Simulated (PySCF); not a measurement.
# C3H6Br2 (1,2-dibromopropane): the cost of one run

Computed with PySCF 2.14.0, with density-fitted response routines of our own, on a single molecule in the gas phase. Atoms count from 0, in the outputs and in this text.

### 1 The molecule as given

11 atoms, charge 0, multiplicity 1; geometry from: GFN2-xTB. The atoms were then displaced at random by about 0.01 Å, so the start is not that level's minimum.

Bonds of the start (Å): C0–C1 1.55, C1–Br2 1.98, C1–C3 1.48, C3–Br4 1.97, C0–H5 1.09, C0–H6 1.07, C0–H7 1.09, C1–H8 1.12, C3–H9 1.08, C3–H10 1.12.

### 2 Optimising the geometry at PBE0-D3(BJ)/def2-TZVP

Job settings and geometry (Å):

```
{"job": {"xc": "PBE0", "basis": "def2-TZVP", "d3": "d3bj", "grid": 2, "shake": 0.01, "kind": "geom"}, "charge": 0, "multiplicity": 1}
C      1.211480    -0.554190    -0.079180
C      0.134790     0.493210     0.283490
Br     0.540990     2.220290    -0.606240
C     -1.224260     0.122950    -0.156520
Br    -1.895850    -1.439300     0.839750
H      1.205480    -0.687800    -1.162220
H      0.980820    -1.476370     0.410580
H      2.192820    -0.190990     0.228030
H      0.159960     0.721950     1.375300
H     -1.288220    -0.154020    -1.198210
H     -1.979900     0.918440     0.049540
```

Command:

```bash
$ OMP_NUM_THREADS=2 python probes_run.py task.json out
```

This one command runs all jobs of the session in turn.

**Question.** How long does this first job take on 2 threads of Intel Xeon Platinum 8259CL at 2.50GHz, shared host, and how much memory does it need?

About 4.1 min, with a peak of 1.2 GiB.
